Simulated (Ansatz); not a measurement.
# Mg3Te (P1) in Ansatz: convergence with wavefunction cutoff

Aim: find how far wavefunction cutoff must go before the results for Mg3Te settle, at PBE. This setting moves, with any that are tied to it; all else stays.

All numbers are computed with Ansatz 0.2.0; they aren't measurements. Logs are shortened: lines on timing, memory, paths and dates and some standing lists are left out, and cuts for length are marked.

### Step 1. The cell of the first run

The typed cell holds 4 atoms: a = 6.088 Å, b = 6.088 Å, c = 6.088 Å, α = 138.85°, β = 138.85°, γ = 59.60°.

The cell comes from a database or a generator and needn't be the stable form of this composition.

The cell isn't the ideal one: atoms moved at random, drawn with an rms of 0.05 Å.

### Step 2. With wavefunction cutoff 400 eV

input.yaml reads:

```yaml
crystal:
  lattice:
    - [-2.13936, 2.13936, 5.282488]
    - [2.13936, -2.13936, 5.282488]
    - [2.13936, 2.13936, -5.282488]
  atoms:
    - { symbol: Te, position: [0.004134, -0.000931, 0.002234] }
    - { symbol: Mg, position: [0.24899, 0.758919, 0.503036] }
    - { symbol: Mg, position: [0.753605, 0.246345, 0.498411] }
    - { symbol: Mg, position: [0.491155, 0.514636, 0.003885] }
hamiltonian:
  xc: pbe
  pseudopotentials: { kind: nc }
kpoints:
  mp_grid: { grid: [5, 5, 6] }
scf:
  occupations: { method: gaussian, width: 0.1 }
output:
  forces: true
  stress: true
  eigenvalues: true
basis:
  ecutwfc: "400 eV"
```

Potentials or basis: Ansatz NC.

On the command line:

```console
ansatz run input.yaml --threads 2 --pin off --max-ram 5632MiB --backend cpu --events-out ev --progress --plain --runs-dir out
```

Output:

```text
Warning: basis.ecutwfc = 400 eV is below the records' recommended 1142.878222 eV, and the density's cutoff is lower with it unless basis.ecutrho_ratio is high enough to keep the records' density cutoff: compare with a run at a higher cutoff
Warning: RAYON_NUM_THREADS=2 ignored (pool sized by the plan → 2); use --threads N
basis.fft_grid_basis auto: the FFT boxes are laid along the combinations [[1, 0, 1], [0, 1, 1], [0, 0, 1]] of the cell's own vectors, 4.279, 4.279 and 6.088 Å long. The dense box has 30×30×40 points. Along the cell's own vectors, as sized, it would have 40×40×40, 1.78 times as many. basis.fft_grid_basis: typed keeps the cell's own vectors: state it where this run's energies or levels are differenced outside the engine with another run's, or held beside a run that keeps those vectors.
Engine: ansatz 0.2.0, aarch64-unknown-linux-gnu
Pseudopotentials: kind: nc
Pseudopotential: Te, nc, valence charge 16, recommended cutoff 1120 eV (normal), Te.nc.azcp
Pseudopotential: Mg, nc, valence charge 10, recommended cutoff 1142.878222 eV (normal), Mg.nc.azcp
Functional definition: PBE
  parameter kappa = 0.804
  parameter beta = 0.06672455060314922
  exchange = pbe_x(kappa = kappa, mu = beta*pi^2/3)
  correlation = pbe_c(beta = beta)
Crystal: 4 atoms, lattice volume = 96.709 Å³
Basis set: ecut = 400 eV, 1701 PW (Γ), FFT grids on a1+a3, a2+a3, a3, exchange–correlation on 60×60×80 points (8 copies of the dense FFT grid, shifted against one another)
Bands: 28, of which v1, the nominal top of the filled ones, is band 23 counted from 1 (22 counted from 0)
Symmetry: 1 space group operations
Space group: P1 (ITA 1), of the structure as read, at distance tolerance 4.6e-5 Å
k-points: 76 of 150 (time reversal used)
Non-local potential: Te, projectors of the file, l = 0: 3, l = 1: 3, l = 2: 2, l = 3: 2
Non-local potential: Mg, projectors of the file, l = 0: 2, l = 1: 2
Initial density: superposition of atomic densities (chi_scale 0.1, normalization cell, long waves kept (reshape's long-wave potential 0.02 eV rms))
Initial wavefunctions: pseudopotential atomic-orbital guess
Functional: x = pbe(κ = 0.804, μ = 0.2195149727645171), c = pbe(β = 0.06672455060314922)
SCF iter   1: F=—  HF=-7522.377532 eV  |F-HF|=—  |Δ(HF+E_count)|=         —  Δρ=5.50e-1  dr2=7.38e1  ethr=3.10e-3  ⟨swp⟩=11.0  Hψ=13802  notcnv=0
preconditioner: auto → Kerker (q_TF=auto, 2.410 Å⁻¹)  [metal: Δε(μ)=0.015 eV  Ē_g=7.106 eV  σ=0.100 eV  W_gap=0.09  n_scr=32 (ndim 8)  ℏωp=13.1 eV  f_vac=0.000  D(μ)=2.61/eV (n_scr^D=14)]
SCF iter   2: F=—  HF=-7493.867375 eV  |F-HF|=—  |Δ(HF+E_count)|=    2.85e1  Δρ=2.64e-1  dr2=1.66e1  ethr=3.10e-3  ⟨swp⟩=5.6  Hψ=6638  notcnv=0  defer=43
SCF iter   3: F=—  HF=-7486.434994 eV  |F-HF|=—  |Δ(HF+E_count)|=    7.43e0  Δρ=1.04e-2  dr2=9.32e-2  ethr=3.10e-3  ⟨swp⟩=5.0  Hψ=5445  notcnv=0  defer=44
SCF iter   4: F=—  HF=-7486.401365 eV  |F-HF|=—  |Δ(HF+E_count)|=   3.36e-2  Δρ=2.83e-3  dr2=1.35e-2  ethr=2.03e-4  ⟨swp⟩=3.4  Hψ=4208  notcnv=0  defer=45
SCF iter   5: F=—  HF=-7486.396906 eV  |F-HF|=—  |Δ(HF+E_count)|=   4.46e-3  Δρ=6.09e-4  dr2=8.28e-4  ethr=2.94e-5  ⟨swp⟩=2.9  Hψ=3002  notcnv=0  defer=45
SCF iter   6: F=—  HF=-7486.396696 eV  |F-HF|=—  |Δ(HF+E_count)|=   2.11e-4  Δρ=2.23e-4  dr2=4.73e-5  ethr=1.80e-6  ⟨swp⟩=3.0  Hψ=3062  notcnv=0  defer=46
SCF iter   7: F=—  HF=-7486.395893 eV  |F-HF|=—  |Δ(HF+E_count)|=   8.03e-4  Δρ=5.23e-5  dr2=2.59e-6  ethr=1.03e-7  ⟨swp⟩=4.3  Hψ=4720  notcnv=0  defer=46
SCF iter   8: F=—  HF=-7486.395893 eV  |F-HF|=—  |Δ(HF+E_count)|=   2.27e-7  Δρ=1.39e-5  dr2=1.51e-7  ethr=5.64e-9  ⟨swp⟩=2.3  Hψ=2704  notcnv=0  defer=46
SCF iter   9: F=-7486.395893 eV  HF=-7486.395893 eV  |F-HF|=7.98e-10  |Δ(HF+E_count)|=   1.60e-8  Δρ=2.23e-6  dr2=5.59e-9  ethr=2.17e-10  ⟨swp⟩=15.7  Hψ=14655  notcnv=0
SCF 1 converged in 9 iterations: F = -7486.395893 eV  dr2 = 5.59e-9
SCF converged after 9 iterations
Free energy (F): -7486.395893 eV
Harris-Foulkes:  -7486.395893 eV  (|F-HF|=7.98e-10)
Internal energy: -7486.379664 eV  (E = F + TS)
E sigma→0 (E₀):  -7486.387778 eV
Entropy (-TS):   -0.016229 eV (-4.057 meV/atom)
Fermi energy:    7.837051 eV
--- Per-component energies (eV) ---
  E_band       = -1318.516855
  E_kinetic    = 3863.530714
  E_local      = -6482.807305  (includes V_loc(G=0)·N_el)
  E_nonlocal   = -1807.446276
  E_hartree    = 2145.801166
  E_xc         = -1315.630209
  E_vxc        = -1183.397790  (∫ρ·V_xc dr)
  E_ewald      = -3889.827752
  E_smearing   = -0.016229  (= −TS)
  E_closure    = 0.000000  (closes the sum)
  Σ components = -7486.395893   (vs F -7486.395893, Δ=0.00e0)
--- Forces (eV/Å), atoms counted from 1 ---
  atom   1  Te     0.29191984    -0.24027685    -0.04041649
  atom   2  Mg    -0.14262088     0.06945341     0.02063144
  atom   3  Mg     0.19998797    -0.13281349     0.00031206
  atom   4  Mg    -0.34890689     0.30352072     0.01937917
  max |Σ_I F_I| component: 3.80e-4 eV/Å
--- Stress (GPa, compression-positive) ---
        0.888925       0.730205       0.174077
        0.730205       0.826000       0.163387
        0.174077       0.163387       1.645722
  P = ⅓ Tr σ = 1.1202 GPa (11.202 kbar)
--- Band table (eV; the first three rows and the last of 76) ---
  k-point 0: bands = ["-80.2468", "-79.9548", "-79.9461", "-34.3724", "-34.1296", "-34.0357", "-34.0119", "-33.9233", "-33.8603", "-33.8476", "-33.5773", "-33.5345", "-24.6798", "-24.4655", "-24.3122", "-24.3111", "-23.8708", "-5.7725", "2.7783", "4.0524", "5.5469", "5.5560", "7.5587", "9.3967", "10.2498", "10.2608", "10.3630", "10.7078"]
  k-point 1: bands = ["-80.3221", "-80.0446", "-80.0047", "-35.0149", "-34.9553", "-34.8331", "-34.7873", "-34.5478", "-34.3127", "-34.2358", "-34.1421", "-33.9352", "-25.6749", "-25.4242", "-25.2017", "-25.0959", "-24.8993", "-5.6149", "2.5734", "4.2542", "4.7428", "5.1507", "7.9462", "7.9905", "9.2155", "11.3754", "11.7331", "12.4040"]
  k-point 2: bands = ["-80.3464", "-80.0491", "-80.0432", "-35.3844", "-35.1482", "-34.9428", "-34.7610", "-34.7357", "-34.4985", "-34.4320", "-34.4039", "-34.2117", "-25.9467", "-25.8340", "-25.3679", "-25.3621", "-25.2779", "-5.3046", "2.4094", "3.7746", "4.5494", "6.0755", "6.4381", "7.2581", "7.5184", "11.6833", "11.8914", "13.8475"]
  k-point 75: bands = ["-80.3287", "-80.0341", "-80.0236", "-35.1808", "-35.0190", "-34.8468", "-34.7424", "-34.5112", "-34.5000", "-34.2283", "-34.1103", "-34.0671", "-25.6958", "-25.5173", "-25.3268", "-25.1518", "-24.9690", "-5.3577", "2.2242", "4.1013", "4.3051", "5.7664", "6.7628", "7.7580", "8.5269", "11.5654", "11.9496", "13.3630"]
```

It took 12 s on 2 threads of Arm Neoverse V2, shared host; peak memory 0.37 GiB.

Results:

| Property | Result |
| --- | --- |
| Free energy | -7486.3959 eV |
| Pressure | 1.1 GPa |
| Largest force | 0.463 eV/Å |
| Band gap on the k mesh | none (metal or under the smearing width) |

### Step 3. With wavefunction cutoff 500 eV

input.yaml: that of step 2 with these lines changed.

```diff
@@ -22,2 +22,2 @@
 basis:
-  ecutwfc: "400 eV"
+  ecutwfc: "500 eV"
```

Potentials or basis: Ansatz NC.

On the command line:

```console
ansatz run input.yaml --threads 2 --pin off --max-ram 5632MiB --backend cpu --events-out ev --progress --plain --runs-dir out
```

It took 13 s on 2 threads of Arm Neoverse V2, shared host; peak memory 0.36 GiB.

What came out:

```yaml
Free_energy: -7680.3110 eV
Pressure: -0.3 GPa
Largest_force: 0.176 eV/Å
Band_gap_on_the_k_mesh: none (metal or under the smearing width)
```

### Step 4. With wavefunction cutoff 600 eV

input.yaml: that of step 3 with these lines changed.

```diff
@@ -22,2 +22,2 @@
 basis:
-  ecutwfc: "500 eV"
+  ecutwfc: "600 eV"
```

On the command line:

```console
ansatz run input.yaml --threads 2 --pin off --max-ram 5632MiB --backend cpu --events-out ev --progress --plain --runs-dir out
```

Wall time 17 s (2 threads of Arm Neoverse V2, shared host); peak memory 0.42 GiB.

What came out:

| Quantity | Value |
| --- | --- |
| Free energy | -7768.8276 eV |
| Pressure | 0.7 GPa |
| Largest force | 0.240 eV/Å |
| Band gap on the k mesh | none (metal or under the smearing width) |

### Step 5. With wavefunction cutoff 700 eV

input.yaml: that of step 4 with these lines changed.

```diff
@@ -22,2 +22,2 @@
 basis:
-  ecutwfc: "600 eV"
+  ecutwfc: "700 eV"
```

On the command line:

```console
ansatz run input.yaml --threads 2 --pin off --max-ram 5632MiB --backend cpu --events-out ev --progress --plain --runs-dir out
```

It took 17 s on 2 threads of Arm Neoverse V2, shared host; peak memory 0.48 GiB.

What came out:

- Free energy: -7800.9387 eV
- Pressure: 0.2 GPa
- Largest force: 0.193 eV/Å
- Band gap on the k mesh: none (metal or under the smearing width)

### Step 6. With wavefunction cutoff 850 eV

input.yaml: that of step 5 with these lines changed.

```diff
@@ -22,2 +22,2 @@
 basis:
-  ecutwfc: "700 eV"
+  ecutwfc: "850 eV"
```

Potentials or basis: Ansatz NC.

On the command line:

```console
ansatz run input.yaml --threads 2 --pin off --max-ram 5632MiB --backend cpu --events-out ev --progress --plain --runs-dir out
```

Wall time 23 s (2 threads of Arm Neoverse V2, shared host); peak memory 0.59 GiB.

It converged, with:

* Free energy: -7811.8285 eV
* Pressure: 0.2 GPa
* Largest force: 0.219 eV/Å
* Band gap on the k mesh: none (metal or under the smearing width)

### Step 7. With wavefunction cutoff 1000 eV

input.yaml: that of step 6 with these lines changed.

```diff
@@ -22,2 +22,2 @@
 basis:
-  ecutwfc: "850 eV"
+  ecutwfc: "1000 eV"
```

On the command line:

```console
ansatz run input.yaml --threads 2 --pin off --max-ram 5632MiB --backend cpu --events-out ev --progress --plain --runs-dir out
```

Run time: 32 s. Hardware: 2 threads of Arm Neoverse V2, shared host; peak memory 0.69 GiB.

It converged, with:

| Quantity | Value |
| --- | --- |
| Free energy | -7812.8660 eV |
| Pressure | 0.2 GPa |
| Largest force | 0.214 eV/Å |
| Band gap on the k mesh | none (metal or under the smearing width) |

### Step 8. With wavefunction cutoff 1200 eV

input.yaml: that of step 7 with these lines changed.

```diff
@@ -22,2 +22,2 @@
 basis:
-  ecutwfc: "1000 eV"
+  ecutwfc: "1200 eV"
```

On the command line:

```console
ansatz run input.yaml --threads 2 --pin off --max-ram 5632MiB --backend cpu --events-out ev --progress --plain --runs-dir out
```

It took 39 s on 2 threads of Arm Neoverse V2, shared host; peak memory 0.84 GiB.

The run converged. Its results:

* Free energy: -7812.9099 eV
* Pressure: 0.2 GPa
* Largest force: 0.214 eV/Å
* Band gap on the k mesh: none (metal or under the smearing width)

### Step 9. With wavefunction cutoff 1400 eV

input.yaml: that of step 8 with these lines changed.

```diff
@@ -22,2 +22,2 @@
 basis:
-  ecutwfc: "1200 eV"
+  ecutwfc: "1400 eV"
```

Potentials or basis: Ansatz NC.

On the command line:

```console
ansatz run input.yaml --threads 2 --pin off --max-ram 5632MiB --backend cpu --events-out ev --progress --plain --runs-dir out
```

Run time: 56 s. Hardware: 2 threads of Arm Neoverse V2, shared host; peak memory 1 GiB.

Results (log left out):

| Quantity | Value |
| --- | --- |
| Free energy | -7812.9111 eV |
| Pressure | 0.2 GPa |
| Largest force | 0.214 eV/Å |
| Band gap on the k mesh | none (metal or under the smearing width) |

### Step 10. With wavefunction cutoff 1700 eV

input.yaml: that of step 9 with these lines changed.

```diff
@@ -22,2 +22,2 @@
 basis:
-  ecutwfc: "1400 eV"
+  ecutwfc: "1700 eV"
```

On the command line:

```console
ansatz run input.yaml --threads 2 --pin off --max-ram 5632MiB --backend cpu --events-out ev --progress --plain --runs-dir out
```

It took 69 s on 2 threads of Arm Neoverse V2, shared host; peak memory 1.3 GiB.

Results (log left out):

```yaml
Free_energy: -7812.9122 eV
Pressure: 0.2 GPa
Largest_force: 0.214 eV/Å
Band_gap_on_the_k_mesh: none (metal or under the smearing width)
```

### Step 11. The series at a glance

```tsv
wavefunction cutoff	energy less the tightest run, at zero smearing (meV/atom)	pressure (GPa)	largest force (eV/Å)	SCF cycles	CPU time (s)	peak memory (GiB)
400 eV	81629.83	1.12	0.463	9	24	0.37
500 eV	33150.48	-0.31	0.176	8	25	0.36
600 eV	11021.15	0.66	0.240	8	33	0.42
700 eV	2993.35	0.15	0.193	8	33	0.48
850 eV	270.91	0.19	0.219	8	46	0.59
1000 eV	11.54	0.18	0.214	8	64	0.69
1200 eV	0.56	0.17	0.214	8	78	0.84
1400 eV	0.26	0.17	0.214	8	110	1
1700 eV	0.00	0.17	0.214	8	140	1.3
```

Against the tightest run, the energy stays within 1 meV/atom from 1200 eV on; the pressure stays within 0.1 GPa from 700 eV on; the largest force stays within 0.005 eV/Å from 1000 eV on. The tightest run that finished is the yardstick and may itself not be fully converged.
